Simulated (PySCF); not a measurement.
# Au2F3 (Au2(F)1(F)21-): the cost of one run

Computed with PySCF 2.14.0. Level: PBE0, Au def2-SVP with ECP60, F def2-SVP; scalar-relativistic core potentials, no spin–orbit coupling.

2 further runs of the same task are left out: 2 for a known fault of the program. Runs told in other sessions of the task aren't counted.

### 1 Starting geometry

5 atoms, charge -1, spin multiplicity 1.

Bond lengths: Au1–F3 2.042 Å, Au1–F4 1.937 Å, Au2–F3 2.042 Å, Au2–F5 1.937 Å. Angles: F3–Au1–F4 178.5°, F3–Au2–F5 178.5°, Au1–F3–Au2 126.1°.

Geometry (Å):

```xyz
5

Au   -0.0169    0.1430    1.8202
Au   -0.0169    0.1430   -1.8202
F    -0.1253    1.0630    0.0000
F     0.0806   -0.6838    3.5688
F     0.0806   -0.6838   -3.5688
```

Formal oxidation states: Au +1. An earlier session relaxed this geometry at PBE0, Au def2-SVP with ECP60, F def2-SVP (singlet, point group C2v).

Its energy there is -570.582038 Eh.

### 2 Atoms moved at random, σ = 0.06 Å

run.py (the lines that set the calculation) reads:

```python
mol = gto.M(atom='''
Au     0.05209     0.19418     1.84401
Au     0.06951     0.11713    -1.79162
F     -0.26777     0.96726    -0.01303
F      0.11763    -0.61556     3.52615
F      0.03073    -0.68159    -3.56551''',
    basis={'Au': 'def2-SVP', 'F': 'def2-SVP'},
    ecp={'Au': 'def2-SVP'},
    charge=-1, spin=0)
mf = dft.RKS(mol, xc='PBE0')
mf.grids.atom_grid = (50, 194)
mf = mf.density_fit()  # fitting sets: Au def2-universal-JKFIT, F def2-universal-JKFIT
mf.conv_tol = 1e-08; mf.max_cycle = 55
mf.kernel(dm0)  # dm0: the density of the relaxed state
```

Launch:

```console
$ OMP_NUM_THREADS=2 python run.py
```

**Question.** How long does this run take on 2 threads of Arm Neoverse V2, shared host?

About 3.2 s.
